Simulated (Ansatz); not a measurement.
# CuTe: the cost of one run

Method: DFT LDA+U (U_eff = 6 eV on Cu d), plane waves, PAW, in Ansatz 0.2.0.

2 further runs of the same task are left out: 2 that didn't finish. Runs told in other sessions of the task aren't counted.

## Step 1: The starting structure

The structure is hexagonal, space group P6_3mc (No. 186). Conventional cell: a = 4.477 Å, b = 4.477 Å, c = 7.332 Å, α = 90.00°, β = 90.00°, γ = 120.00°. Cu (site symmetry 3m) is surrounded by 4 Te at 2.74 to 2.75 Å. Te (site symmetry 3m) is surrounded by 4 Cu at 2.74 to 2.75 Å.

Structure file:

```
CELL_PARAMETERS angstrom
4.47665 0.00000 0.00000
-2.23833 3.87690 0.00000
0.00000 0.00000 7.33172
ATOMIC_POSITIONS crystal
Cu 0.66667 0.33333 0.00000
Cu 0.33333 0.66667 0.50000
Te 0.66667 0.33333 0.62520
Te 0.33333 0.66667 0.12520
```

An earlier series on this cell reached its lowest free state from «antiferromagnetic site moments held at first, then free», perhaps among other starts (it ended with site moments under 0.05 μB).

## Step 2: Total moment locked, 0.50 μB per cell

Contents of input.yaml:

```yaml
crystal:
  lattice:
    - [4.47665298, 0.0, 0.0]
    - [-2.23832649, 3.8768952, 0.0]
    - [0.0, 0.0, 7.33172399]
  atoms:
    - { symbol: Cu, position: [0.6666666667, 0.3333333333, 0.0], spin: 0.25 }
    - { symbol: Cu, position: [0.3333333333, 0.6666666667, 0.5], spin: 0.25 }
    - { symbol: Te, position: [0.6666666667, 0.3333333333, 0.6252] }
    - { symbol: Te, position: [0.3333333333, 0.6666666667, 0.1252] }
basis:
  ecutwfc: 420
  ecutrho_ratio: 4
kpoints:
  mp_grid: { grid: [5, 5, 3] }
hamiltonian:
  xc: lda
  hubbard:
    sites: [{ site: 0, l: d, u_eff: 6.0 }, { site: 1, l: d, u_eff: 6.0 }]
scf:
  occupations: { method: gaussian, width: 0.05 }
  lower_state_search: "off"
  max_iter: 150
output:
  forces: true
  stress: true
  eigenvalues: true
  populations: true
  hubbard: { sites: [{ site: 0, l: d }, { site: 1, l: d }] }
magnetization:
  spin_polarized: true
  initial_magnetization: 0.5
  spin_locking: { lock_magnetization: hard }
```

The lock stays on to the end, so the result is a constrained state unless its moments die out.

Started as:

```
ansatz run input.yaml --threads 2 --pin off --max-ram 3072MiB --backend cpu --events-out ev --progress --plain --runs-dir out
```

**Question.** How long does this run take on 2 threads of Arm Neoverse V1, shared host, and how much memory does it need?

About 8.1 s, with a peak of 0.42 GiB.
